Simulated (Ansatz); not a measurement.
# BrH₃InOSi radical: small, medium and large basis sets

The task here is to estimate one member of a computed series from the others.

The runs use Ansatz 0.2.0, Gaussian basis; one geometry, several basis sets.

The runs, in order: PBE0-D4/def2-SVP; ωB97M-V/def2-SVP; PBE0-D4/def2-QZVPP; ωB97M-V/def2-QZVPP; the functionals' def2-TZVPP values are taken from earlier runs.

**The geometry**

An earlier PBE0-D4 in a triple-zeta def2 set relaxation fixed the geometry. In takes the def2 core potential; no spin-orbit term is included.

SMILES `[SiH3][O][In][Br]`, 7 atoms, charge 0, spin multiplicity 2.

Atoms are counted from 1 here; the program's logs count them from 0.

Bond lengths: Si1–O2 1.633 Å, Si1–H5 1.491 Å, Si1–H6 1.486 Å, Si1–H7 1.491 Å, O2–In3 1.993 Å, In3–Br4 2.501 Å. Angles: O2–Si1–H5 111.5°, O2–Si1–H6 108.7°, O2–Si1–H7 111.6°, H5–Si1–H6 108.8°, H5–Si1–H7 107.5°, H6–Si1–H7 108.7°, Si1–O2–In3 138.1°, O2–In3–Br4 116.3°.

Set-up of the first run:

in.yaml reads:

```yaml
crystal:
  periodic: [false, false, false]
  atoms:
    - {symbol: Si, position_ang: [0.525141, 1.113147, 0.245290]}
    - {symbol: O, position_ang: [-0.385496, -0.237745, 0.127186]}
    - {symbol: In, position_ang: [-0.317625, -1.996296, -0.809048]}
    - {symbol: Br, position_ang: [-2.256801, -3.528991, -0.429844]}
    - {symbol: H, position_ang: [0.666923, 1.794941, -1.073322]}
    - {symbol: H, position_ang: [-0.130263, 2.046887, 1.198181]}
    - {symbol: H, position_ang: [1.898132, 0.808067, 0.741546]}
basis:
  gaussian: {orbitals: def2-SVP}
magnetization: {spin_polarized: true, initial_magnetization: 1}
hamiltonian: {xc: pbe0, dispersion: d4}
output: {orbitals: {seedname: orbitals}}
```

Steps of the session up to this table: PBE0-D4 in def2-SVP; ωB97M-V in def2-SVP; PBE0-D4 in def2-QZVPP; ωB97M-V in def2-QZVPP.

One table of the session follows, with a row left open; its other results are not shown here.

It belongs to the step «Functionals by basis». 

| functional | basis | HOMO (eV) | LUMO (eV) |
| --- | --- | --- | --- |
| PBE0-D4 | def2-SVP | -6.86 | -4.25 |
| PBE0-D4 | def2-TZVPP | -6.93 | -4.31 |
| PBE0-D4 | def2-QZVPP | ? | ? |
| ωB97M-V | def2-SVP | -8.86 | -2.57 |
| ωB97M-V | def2-TZVPP | -8.95 | -2.67 |
| ωB97M-V | def2-QZVPP | -8.96 | -2.71 |

Q: Estimate the row for PBE0-D4, def2-QZVPP from the others.

The run gave: HOMO (eV): -6.93; LUMO (eV): -4.32.
